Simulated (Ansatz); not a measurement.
# La: the cost of one run

Computed with Ansatz 0.2.0 (DFT PBEsol, scalar-relativistic, plane waves, PAW, unless a step's input says otherwise).

72 further runs of the same task are left out: 72 set aside as unsound or not needed.

## (1) Starting point

The structure is hexagonal, space group P6_3/mmc (No. 194). The conventional cell has a = 3.661 Å, b = 3.661 Å, c = 11.711 Å, α = 90.00°, β = 90.00°, γ = 120.00°. Around La (site symmetry -3m) lie 12 La at 3.61 to 3.66 Å. La (site symmetry -6m2) is surrounded by 12 La at 3.61 to 3.66 Å.

Structure file:

```cif
data_structure
_symmetry_space_group_name_H-M 'P6_3/mmc'
_symmetry_Int_Tables_number 194
_cell_length_a 3.6613
_cell_length_b 3.6613
_cell_length_c 11.7108
_cell_angle_alpha 90.000
_cell_angle_beta 90.000
_cell_angle_gamma 120.000
_cell_volume 135.95
loop_
_atom_site_label
_atom_site_type_symbol
_atom_site_symmetry_multiplicity
_atom_site_Wyckoff_symbol
_atom_site_fract_x
_atom_site_fract_y
_atom_site_fract_z
_atom_site_occupancy
La1 La 2 a 0.00000 0.00000 0.00000 1
La2 La 2 c 0.33333 0.66667 0.25000 1
```

It is the result of an earlier relaxation at this level (volume 33.99 Å³/atom; gap on the mesh: none (metal)).

## (2) Plan of the line

The energy is mapped over the lattice constants a and c of the conventional cell.

The axes are (1) lattice constant a (and b): 11 values from 3.478 to 3.844 Å; (2) lattice constant c: 11 values from 10.306 to 13.116 Å.

Nothing else is relaxed (symmetry fixes all fractional coordinates). Energies count from the relaxed crystal. Points are written as (first, second).

## (3) Point (3.478 Å, 11.430 Å)

The input, input.yaml:

```yaml
crystal:
  lattice:
    - [3.4782, 0.0, 0.0]
    - [-1.7391, 3.0122095595, 0.0]
    - [0.0, 0.0, 11.4298]
  atoms:
    - { symbol: La, position: [0.0, 0.0, 0.0] }
    - { symbol: La, position: [0.0, 0.0, 0.5] }
    - { symbol: La, position: [0.3333333333, 0.6666666667, 0.25] }
    - { symbol: La, position: [0.6666666667, 0.3333333333, 0.75] }
basis:
  ecutwfc: 420
kpoints:
  mp_grid: { grid: [12, 12, 4] }
hamiltonian:
  xc: pbesol
scf:
  occupations: { method: gaussian, width: 0.15 }
output:
  forces: true
  stress: true
  eigenvalues: true
```

Run with:

```
> ansatz run input.yaml --threads 4 --pin off --max-ram 10240MiB --backend cpu --events-out ev --progress --plain --runs-dir out
```

What time and memory should one allow on 4 threads of Intel Xeon at 2.70GHz, shared host?

About 3.3 s, with a peak of 0.55 GiB.
